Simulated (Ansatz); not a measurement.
# PBE0/STO-3G run of AlClF2 (SMILES [F][Al]([F])[Cl])

What is the electronic atomisation energy of AlClF2 at PBE0/STO-3G? 

Program for the calculation: Ansatz 0.2.0.

53 further runs of the same task are left out: 4 that didn't finish, 49 set aside as unsound or not needed.

## (1) Starting point

AlClF2: 4 atoms, total charge 0, spin state singlet. SMILES: `[F][Al]([F])[Cl]`. The coordinates come from a PBE0-D4/def2-TZVP relaxation.

Bond lengths: F1–Al2 1.631 Å, Al2–F3 1.631 Å, Al2–Cl4 2.061 Å. Angles: F1–Al2–F3 119.0°, F1–Al2–Cl4 120.5°, F3–Al2–Cl4 120.5°.

## (2) The energy at PBE0/STO-3G

input.yaml

```yaml
crystal:
  periodic: [false, false, false]
  atoms:
    - symbol: F
      position_ang: [0.997200, 0.721760, 1.149640]
    - symbol: Al
      position_ang: [0.069280, -0.050750, 0.053570]
    - symbol: F
      position_ang: [0.273490, -1.653820, -0.164660]
    - symbol: Cl
      position_ang: [-1.339980, 0.982810, -1.038560]
basis:
  gaussian:
    orbitals: STO-3G
hamiltonian:
  xc: {name: PBE0}
accuracy: high
```

Launch:

```sh
$ ansatz run input.yaml --threads 1 --pin off --max-ram 3480MiB --events-out events.jsonl --progress --plain --runs-dir runs
```

Standard output:

```text
Warning: RAYON_NUM_THREADS=1 ignored (pool sized by the plan → 1); use --threads N
Functional definition: PBE0
  name "PBE0"
  parameter a = 0.25
  parameter kappa = 0.804
  parameter beta = 0.06672455060314922
  exchange = (1 - a)*pbe_x(kappa = kappa, mu = beta*pi^2/3) + a*exact_x
  correlation = pbe_c(beta = beta)
524 factors; integrals over basis functions are off by at most 2.8e-8 eV
mean field evaluation 1: about -24248.4519 eV, gradient 2.9e1 eV
mean field evaluation 2: about -24247.4072 eV, gradient 3.8e1 eV
mean field evaluation 4: about -24251.9568 eV, gradient 4.4e-1 eV
mean field evaluation 8: about -24251.9559 eV, gradient 1.6e-3 eV
mean field evaluation 16: about -24251.9559 eV, gradient 1.6e-8 eV
mean field -24251.95586453 eV, -891.2429394552 hartree, gradient 1.6e-8 eV, S^2 0.000000; 0 other end points of the search recorded, 0 dependent functions left out
reference -24251.95586565 eV, -891.2429394966 hartree; 24, 24 occupied and 4, 4 virtual orbitals, 524 factors
Total energy: -24251.95586565 eV, -891.2429394966 hartree
```

Run time: 1.3 s. Hardware: 1 thread of Arm Neoverse V2, shared host; peak memory 0.11 GiB.

## (3) The Al atom

run.yaml

```yaml
crystal:
  periodic: [false, false, false]
  atoms:
    - symbol: Al
      position_ang: [0.000000, 0.000000, 0.000000]
basis:
  gaussian:
    orbitals: STO-3G
magnetization:
  spin_polarized: true
  initial_magnetization: 1
hamiltonian:
  xc: pbe0
accuracy: high
```

Run the same way, it converges to -239.20718 Eh (log not shown).

## (4) The Cl atom at the same level

job.yaml

```yaml
crystal:
  periodic: [false, false, false]
  atoms:
    - {symbol: Cl, position_ang: [0.000000, 0.000000, 0.000000]}
basis:
  gaussian:
    orbitals: STO-3G
magnetization:
  spin_polarized: true
  initial_magnetization: 1
hamiltonian:
  xc: {name: PBE0}
accuracy: high
```

Run the same way, it converges to -454.98903 Eh (log not shown).

## (5) The F atom at the same level

input.yaml

```yaml
crystal:
  periodic: [false, false, false]
  atoms:
    - {symbol: F, position_ang: [0.000000, 0.000000, 0.000000]}
basis:
  gaussian:
    orbitals: STO-3G
magnetization:
  spin_polarized: true
  initial_magnetization: 1
hamiltonian:
  xc: pbe0
accuracy: high
```

Run the same way, it converges to -98.20282 Eh (log not shown).

## (6) Summary of results

At PBE0/STO-3G:

```
                     quantity          value
       molecule: total energy  -891.24294 Eh
        Al atom: total energy  -239.20718 Eh
                Al atom: ⟨S²⟩          0.750
        Cl atom: total energy  -454.98903 Eh
                Cl atom: ⟨S²⟩          0.750
         F atom: total energy   -98.20282 Eh
                 F atom: ⟨S²⟩          0.750
electronic atomisation energy      17.445 eV
```

**Reading.** Taking the molecule apart into free atoms costs 17.44 eV (402 kcal/mol), before zero-point energy and without spin-orbit coupling. In a minimal basis such a difference can be off by several eV, whatever the method.
